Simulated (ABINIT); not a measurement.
# In2H in ABINIT: relaxation of the atoms with PBE

Aim: the relaxation of the atoms of In2H with PBE.

Everything below comes from runs of ABINIT 10.8.3 (patched build). Logs are shortened: lines on timing, memory, paths and dates and some standing lists are left out, and cuts for length are marked. The log counts tension as positive stress, the text compression.

### Step 1. The structure

The cell holds a sheet with vacuum, 3 atoms: a = 4.956 Å, b = 4.956 Å, c = 25.487 Å, α = 90.00°, β = 90.00°, γ = 120.00°.

The cell was built by a generator and needn't be a form met in nature.

### Step 2. Relaxation of the atoms, PBE

The input, run.abi:

```
# Pseudopotentials
pp_dirpath "./"
pseudos "In.GGA_PBE-JTH.xml, H.GGA_PBE-JTH.xml"

# Structure
acell 4.95568 4.9556758664 25.48707 Angstrom
rprim
     1.0000000000     0.0000000000     0.0000000000
    -0.5000004171     0.8660251630     0.0000000000
     0.0000000000     0.0000000000     1.0000000000
ntypat 2
znucl 49 1
natom 3
typat 1 1 2
xcart
    -0.0000247784     2.8611743058     7.3573524969
     2.4778647784     1.4305656942     7.3573524969
     0.0000000000     0.0000000000     7.3637242644 Angstrom
chkprim 0
chksymtnons 0
tolsym 1.0e-6

# Plane-wave basis
ecut 25.0
pawecutdg 47.0
pawxcdev 0
pawovlp -1

# k points
kptopt 1
ngkpt 6 6 1
nshiftk 1
shiftk 0.0 0.0 0.0

# Exchange and correlation
ixc 11

# Bands and occupations
nband 18
occopt 3
tsmear 0.05 eV

# SCF cycle
nstep 120
tolvrs 1.0e-9
iprcel 45

# Output
iomode 3
prtwf 0
prtden 0
prteig 0
prtebands 0
enunit 1
prtvol 2

# Relaxation
ionmov 2
ntime 60
tolmxf 5.0e-5
```

Potentials or basis: JTH PAW PBE v2.0.

The run is started by

```console
$ mpirun --bind-to none -np 4 abinit run.abi > log 2>&1
```

run.abo:

```text
.Version 10.8.3 of ABINIT
 Symmetries : space group P2 (#  3); Bravais mP (primitive monocl.)
================================================================================
 Values of the parameters that define the memory need of the present run
     intxc =       0    ionmov =       2      iscf =      17    lmnmax =      18
     lnmax =       6     mgfft =     225  mpssoang =       3    mqgrid =   14864
     natom =       3  nloc_mem =       2    nspden =       1   nspinor =       1
    nsppol =       1      nsym =       2    n1xccc =       1    ntypat =       2
    occopt =       3   xclevel =       2
       mpw =       21930          nfft =      455625          nkpt =          20
Pmy_natom=         1
 PAW method is used; the additional fine FFT grid is defined by:
   mgfftf=       300    nfftf =   1080000
 For the susceptibility and dielectric matrices, or tddft :
   mgfft =       128  nbnd_in_blk=     6    nfft =     93312     npw =       567
================================================================================
================================================================================

--------------------------------------------------------------------------------
------------- Echo of variables that govern the present computation ------------
--------------------------------------------------------------------------------
 -outvars: echo values of preprocessed input variables --------
            acell      9.3648779676E+00  9.3648701563E+00  4.8163582052E+01 Bohr
              amu      1.14820000E+02  1.00794000E+00
          chkprim           0
      chksymtnons           0
           diemix      1.00000000E+00
             ecut      2.50000000E+01 Hartree
           enunit           1
           ionmov           2
           iprcel          45
              ixc          11
         kptrlatt        6    0    0      0    6    0      0    0    1
          kptrlen      5.61892209E+01
            natom           3
            nband          18
            ngfft          45      45     225
          ngfftdg          60      60     300
             nkpt          20
            nstep         120
             nsym           2
            ntime          60
           ntypat           2
           occopt           3
        pawecutdg      4.70000000E+01 Hartree
          pawovlp     -1.0000000000E+00
         pawxcdev           0
           prtden           0
        prtebands           0
           prteig           0
           prtvol           2
            prtwf           0
            rprim      1.0000000000E+00  0.0000000000E+00  0.0000000000E+00
                      -5.0000041710E-01  8.6602516300E-01  0.0000000000E+00
                       0.0000000000E+00  0.0000000000E+00  1.0000000000E+00
          spgroup           3
           tolsym      1.00000000E-06
           tolvrs      1.00000000E-09
           tsmear      1.83746611E-03 Hartree
[... 575 lines left out ...]
 -17.85706  -17.75090  -17.72096  -17.67005  -17.56880  -17.45943  -17.36199  -17.35011
 -17.25060  -17.08908   -8.80156   -7.22525   -5.35162   -2.21837   -1.53177   -0.65059
   1.58463    1.77900
 kpt#  19, nband= 18, wtk=  0.05556, kpt=  0.3333  0.5000  0.0000 (reduced coord)
 -17.85722  -17.75129  -17.72056  -17.66996  -17.56892  -17.45937  -17.36218  -17.35015
 -17.25032  -17.08896   -8.80127   -7.22606   -5.35122   -2.21803   -1.53157   -0.65118
   1.58464    1.77884
 kpt#  20, nband= 18, wtk=  0.02778, kpt=  0.5000  0.5000  0.0000 (reduced coord)
 -17.82709  -17.79186  -17.71394  -17.66390  -17.58332  -17.44619  -17.38662  -17.35508
 -17.16425  -17.14709   -8.62762   -7.76154   -3.85537   -3.35336   -2.14522   -0.88678
   2.09210    2.13587
 Total charge density [el/Bohr^3]
)     Maximum=    3.6894E+00  at reduced coord.    0.3333    0.6667    0.2900
)Next maximum=    3.6894E+00  at reduced coord.    0.6667    0.3333    0.2900
)     Minimum=    0.0000E+00  at reduced coord.    0.0000    0.0000    0.5833
)Next minimum=    0.0000E+00  at reduced coord.    0.0167    0.0000    0.5833
   Integrated=    2.7000E+01

--- !EnergyTerms
iteration_state     : {dtset: 1, itime: 3, icycle: 1, }
comment             : Components of total free energy in Hartree
kinetic             :  2.83205508869343E+01
hartree             :  2.47307698523257E+02
xc                  : -1.53523790797013E+01
Ewald energy        :  1.33678531796312E+02
psp_core            :  3.80808043818766E-01
local_psp           : -5.33091305970028E+02
PAW spherical_terms :  2.21901862062527E+01
internal            : -1.16565909593155E+02
'-kT*entropy'       : -6.94149437473180E-04
total_energy        : -1.16566603742592E+02
total_energy_eV     : -3.17193887782188E+03
...

--- !EnergyTermsDC
iteration_state     : {dtset: 1, itime: 3, icycle: 1, }
comment             : '"Double-counting" decomposition of free energy'
band_energy         : -1.44640194224835E+01
Ewald energy        :  1.33678531796312E+02
psp_core            :  3.80808043818766E-01
xc_dc               : -2.52931988659858E+02
PAW spherical_terms :  1.67707351491087E+01
internal            : -1.16565933093102E+02
'-kT*entropy'       : -6.94149437473180E-04
total_energy_dc     : -1.16566627242540E+02
total_energy_dc_eV  : -3.17193951728804E+03
...

--- !EnergyTermsWithPAWCore
iteration_state     : {dtset: 1, itime: 3, icycle: 1, }
comment             : 'Components of total free energy, including PAW core contributions'
Total energy        : -1.17639330847517E+04
Total energy DC     : -1.17639331082517E+04
Total energy (eV)   : -3.20112926941055E+05
Total energy DC (eV): -3.20112927580521E+05
...

 rms coord change=  1.7403E-04   atom, delta coord (reduced):
     1        0.000028367925     -0.000031397567     -0.000211734409
     2       -0.000028367925      0.000031397567     -0.000211734409
     3        0.000000000000      0.000000000000      0.000423468817

 Cartesian components of stress tensor (hartree/bohr^3)
  sigma(1 1)= -2.13195283E-06  sigma(3 2)=  0.00000000E+00
  sigma(2 2)= -2.08607085E-06  sigma(3 1)=  0.00000000E+00
  sigma(3 3)=  1.22514747E-06  sigma(2 1)=  3.69746221E-08

-Cartesian components of stress tensor (GPa)         [Pressure=  2.9351E-02 GPa]
- sigma(1 1)= -6.27242177E-02  sigma(3 2)=  0.00000000E+00
- sigma(2 2)= -6.13743233E-02  sigma(3 1)=  0.00000000E+00
- sigma(3 3)=  3.60450831E-02  sigma(2 1)=  1.08783094E-03

== END DATASET(S) ==============================================================
================================================================================

 -outvars: echo values of variables after computation  --------
            acell      9.3648779676E+00  9.3648701563E+00  4.8163582052E+01 Bohr
           etotal     -1.1656662724E+02
            fcart     -3.9648444757E-05  2.4469964516E-05  5.8979926900E-06
                       3.9648444757E-05 -2.4469964516E-05  5.8979926900E-06
                      -0.0000000000E+00 -0.0000000000E+00 -1.1795985380E-05
            rprim      1.0000000000E+00  0.0000000000E+00  0.0000000000E+00
                      -5.0000041710E-01  8.6602516300E-01  0.0000000000E+00
                       0.0000000000E+00  0.0000000000E+00  1.0000000000E+00
           strten     -2.1319528280E-06 -2.0860708467E-06  1.2251474732E-06
                       0.0000000000E+00  0.0000000000E+00  3.6974622119E-08
           xangst      1.9360200071E-04  2.8610395556E+00  7.3519560072E+00
                       2.4776463978E+00  1.4307004444E+00  7.3519560072E+00
                       0.0000000000E+00  0.0000000000E+00  7.3745172438E+00
             xred      3.3335836793E-01  6.6663860243E-01  2.8845826559E-01
                       6.6664163207E-01  3.3336139757E-01  2.8845826559E-01
                       0.0000000000E+00  0.0000000000E+00  2.8934346882E-01
 Calculation completed.
```

It took 14 min on 4 MPI ranks of Arm Neoverse N1, shared host; peak memory 2 GiB.

What came out:

```
Free energy                                           : -3171.9395 eV
Energy gained by relaxing                             : 0.0 meV/atom
Ionic steps                                           : 3
Band gap on the k mesh                                : none (metal or under the smearing width)
Valence electrons inside the program's atomic spheres : In 11.12; H 0.36
```

Forces in eV/Å, atoms in the order of the input:
```
In  -0.002  0.001  0.000
In   0.002 -0.001  0.000
H    0.000  0.000 -0.001
```

Final structure:
```
In H
1.0
     4.95568    0.00000    0.00000
    -2.47784    4.29174    0.00000
     0.00000    0.00000   25.48707
In H
2 1
Direct
  0.33336 0.66664 0.28846
  0.66664 0.33336 0.28846
  0.00000 0.00000 0.28934
```

Levels at points of the mesh, in eV from the Fermi level:
```tsv
k point	band 10	band 11	band 12	band 13	band 14	band 15	band 16	band 17	band 18
(0.00, 0.00, 0.00)	-14.39	-7.38	-0.70	0.02	0.52	0.96	0.96	3.13	3.73
(0.50, 0.00, 0.00)	-14.18	-5.66	-4.79	-0.89	-0.39	0.82	2.08	5.06	5.10
(0.00, 0.50, 0.00)	-14.18	-5.66	-4.79	-0.89	-0.39	0.82	2.08	5.06	5.10
(0.50, 0.50, 0.00)	-14.18	-5.66	-4.79	-0.89	-0.39	0.82	2.08	5.06	5.10
```

Caveat: the slab has no dipole correction, so unlike faces share one vacuum level.
